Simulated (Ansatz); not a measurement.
Consider an atomisation energy of C₂H₄S₂, SMILES CC1SS1 (Ansatz's Python interface).

Input file `c2h4s2.xyz`:
```text
8

C    -0.23890    0.74910   -0.13180
C    -0.04640   -0.65680    0.10940
S     1.14460   -1.08440    1.21580
S     1.24920   -1.43110   -0.80120
H     0.63550    1.37330   -0.26520
H    -0.87120    0.93910   -1.06330
H    -0.84230    1.23080    0.68100
H    -0.93830   -1.17700    0.19950
```

The script, `c2h4s2_tae.py`:
```python
from collections import Counter

import ansatz as az


def single_point(molecule, charge=0, unpaired=0):
    calc = (
        molecule.calculation()
        .basis(gaussian='def2-SVP')
        .correlation('mp2')
    )
    if charge:
        calc = calc.charge(charge)
    if unpaired:
        calc = calc.spin('collinear', total=unpaired)
    report = calc.run().report
    if report['published_state_doubts']:
        print('  doubts:', report['published_state_doubts'])
    return report['free_energy_ev']


def main() -> None:
    molecule = az.Crystal.molecule_from_extxyz('c2h4s2.xyz')

    unpaired = {'C': 2, 'S': 2, 'H': 1}
    counts = Counter(site.symbol for site in molecule.cartesian_sites)
    atom_energy = {s: single_point(az.Crystal.molecule().atom(s, (0, 0, 0)), 0, unpaired[s]) for s in counts}
    whole = single_point(molecule, 0, 0)
    for s, e in atom_energy.items():
        print(f'{s:2s} x{counts[s]}  {e:14.5f} eV')
    print(f'C2H4S2: {whole:.5f} eV')
    split = sum(counts[s] * e for s, e in atom_energy.items()) - whole
    print(f'atomisation energy (no zero-point term): {96.485332 * split:.1f} kJ/mol, {split / sum(counts.values()):.3f} eV an atom')


if __name__ == '__main__':
    main()
```

What does it cost to take this molecule apart into atoms?

2681.0 kJ/mol from the electronic energies, without the zero-point term.

The output:

Output of `python c2h4s2_tae.py`:
```text
C  x2     -1025.74186 eV
S  x2    -10815.12283 eV
H  x4       -13.58606 eV
C2H4S2: -23763.86031 eV
atomisation energy (no zero-point term): 2681.0 kJ/mol, 3.473 eV an atom
```

What to keep in mind:
- The settings weren't tested for convergence.
- The geometry is a force-field or estimated start, not a minimum of this method, and the basis set is short of its limit. All parts are taken at fixed geometry, without zero-point energy.
- In double-zeta sets correlated atomisation energies come out some 10 to 15 % low.
- Wall time of the script: 1.1 s on 1 thread of Intel(R) Xeon(R) Gold 6455B (Sapphire Rapids), on a shared host, peak memory 0.21 GiB.

(Lines on the test bed's own set-up are left out of the output.)
